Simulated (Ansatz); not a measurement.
# C4H9Cl2In: one species, many functionals

One table from this session's results is given with a row withheld; the runs are named, their logs left out.

The runs use Ansatz 0.2.0, Gaussian basis; functionals in def2-TZVPP.

Plan: LDA (SPW92), PBE-D4, revPBE-D4, BLYP-D4, r2SCAN-D4, B97M-V, PBE0-D4, B3LYP-D4, r2SCANh-D4, r2SCAN0-D4, HSE06-D4, BHLYP-D4, CAM-B3LYP-D4, LC-ωPBE, ωB97X-V, ωB97M-V, B2PLYP.

### Structure used throughout

An earlier PBE0-D4 in a triple-zeta def2 set relaxation fixed the geometry. In takes the def2 core potential; no spin-orbit term is included.

SMILES `C[C](C)(C)[In]([Cl])[Cl]`, 16 atoms, charge 0, spin multiplicity 1.

Atoms are counted from 1 here; the program's logs count them from 0.

Bond lengths: C1–C2 1.523 Å, C1–H8 1.093 Å, C1–H9 1.099 Å, C1–H10 1.093 Å, C2–C3 1.520 Å, C2–C4 1.520 Å, C2–In5 2.180 Å, C3–H11 1.099 Å, C3–H12 1.093 Å, C3–H13 1.092 Å, C4–H14 1.092 Å, C4–H15 1.093 Å, C4–H16 1.099 Å, In5–Cl6 2.334 Å, In5–Cl7 2.334 Å. Angles: C2–C1–H8 112.5°, C2–C1–H9 109.0°, C2–C1–H10 112.5°, H8–C1–H9 107.1°, H8–C1–H10 108.4°, H9–C1–H10 107.1°, C1–C2–C3 110.5°, C1–C2–C4 110.6°, C1–C2–In5 107.2°, C3–C2–C4 111.2°, C3–C2–In5 108.5°, C4–C2–In5 108.7°, C2–C3–H11 109.2°, C2–C3–H12 112.4°, C2–C3–H13 112.4°, H11–C3–H12 107.2°, H11–C3–H13 107.5°, H12–C3–H13 108.0° and more.

Geometry (Å):

```
C    -0.69490   -1.02547   -0.94109
C     0.05018   -0.12337    0.03389
C     1.54788   -0.18655   -0.21944
C    -0.28085   -0.49947    1.46909
In   -0.62875    1.91670   -0.32817
Cl   -2.43496    2.91627    0.76084
Cl    0.33582    3.35199   -1.89640
H    -1.77740   -0.99923   -0.79069
H    -0.37225   -2.06436   -0.78592
H    -0.48497   -0.77608   -1.98455
H     1.89359   -1.22032   -0.08221
H     2.11377    0.43909    0.47538
H     1.81073    0.11592   -1.23579
H    -1.34987   -0.42671    1.68216
H     0.24999    0.12187    2.19469
H     0.02198   -1.54027    1.64820
```

Set-up of the first run:

Input file in.yaml:

```yaml
crystal:
  periodic: [false, false, false]
  atoms:
    - {symbol: C, position_ang: [-0.694900, -1.025475, -0.941090]}
    - {symbol: C, position_ang: [0.050176, -0.123367, 0.033886]}
    - {symbol: C, position_ang: [1.547884, -0.186550, -0.219441]}
    - {symbol: C, position_ang: [-0.280850, -0.499467, 1.469094]}
    - {symbol: In, position_ang: [-0.628751, 1.916696, -0.328173]}
    - {symbol: Cl, position_ang: [-2.434962, 2.916266, 0.760840]}
    - {symbol: Cl, position_ang: [0.335817, 3.351993, -1.896398]}
    - {symbol: H, position_ang: [-1.777396, -0.999232, -0.790689]}
    - {symbol: H, position_ang: [-0.372248, -2.064362, -0.785919]}
    - {symbol: H, position_ang: [-0.484975, -0.776078, -1.984545]}
    - {symbol: H, position_ang: [1.893589, -1.220322, -0.082210]}
    - {symbol: H, position_ang: [2.113768, 0.439088, 0.475379]}
    - {symbol: H, position_ang: [1.810727, 0.115924, -1.235793]}
    - {symbol: H, position_ang: [-1.349874, -0.426709, 1.682160]}
    - {symbol: H, position_ang: [0.249993, 0.121865, 2.194695]}
    - {symbol: H, position_ang: [0.021981, -1.540272, 1.648204]}
basis:
  gaussian: {orbitals: def2-TZVPP}
hamiltonian: {xc: lda}
output: {orbitals: {seedname: orbitals}}
```

Steps of the session up to this table: LDA; PBE-D4 (GGA); revPBE-D4 (GGA); BLYP-D4 (GGA); r2SCAN-D4 (meta-GGA); B97M-V (meta-GGA); PBE0-D4 (hybrid); B3LYP-D4 (hybrid); r2SCANh-D4 (hybrid); r2SCAN0-D4 (hybrid); HSE06-D4 (hybrid); BHLYP-D4 (hybrid); CAM-B3LYP-D4 (range-separated); LC-ωPBE (range-separated); ωB97X-V (range-separated); ωB97M-V (range-separated); B2PLYP (double hybrid).

One of the session's tables, all rows but one given; the rest of the session is left out.

It belongs to the step «Orbital energies across the functionals». 

| functional | HOMO (eV) | LUMO (eV) | gap (eV) |
| --- | --- | --- | --- |
| LDA (SPW92) | -6.72 | -2.80 | 3.92 |
| PBE-D4 | -6.55 | -2.51 | 4.04 |
| revPBE-D4 | -6.48 | -2.39 | 4.10 |
| BLYP-D4 | -6.42 | -2.45 | 3.97 |
| r2SCAN-D4 | -6.76 | -2.30 | 4.46 |
| B97M-V | -6.80 | -2.40 | 4.40 |
| PBE0-D4 | -7.62 | -1.66 | 5.96 |
| B3LYP-D4 | -7.44 | -1.95 | 5.49 |
| r2SCANh-D4 | -7.16 | -2.00 | 5.16 |
| r2SCAN0-D4 | -7.77 | -1.54 | 6.22 |
| HSE06-D4 | ? | ? | ? |
| BHLYP-D4 | -8.60 | -0.83 | 7.77 |
| CAM-B3LYP-D4 | -8.86 | -0.74 | 8.12 |
| LC-ωPBE | -10.10 | 0.48 | 10.58 |
| ωB97X-V | -9.78 | 0.30 | 10.09 |
| ωB97M-V | -9.66 | 0.08 | 9.74 |

Estimate the missing values for HSE06-D4.

As computed: HOMO (eV): -7.23; LUMO (eV): -2.03; gap (eV): 5.21. In the column «HOMO (eV)» it lies between B3LYP-D4 (-7.44) and r2SCANh-D4 (-7.16).
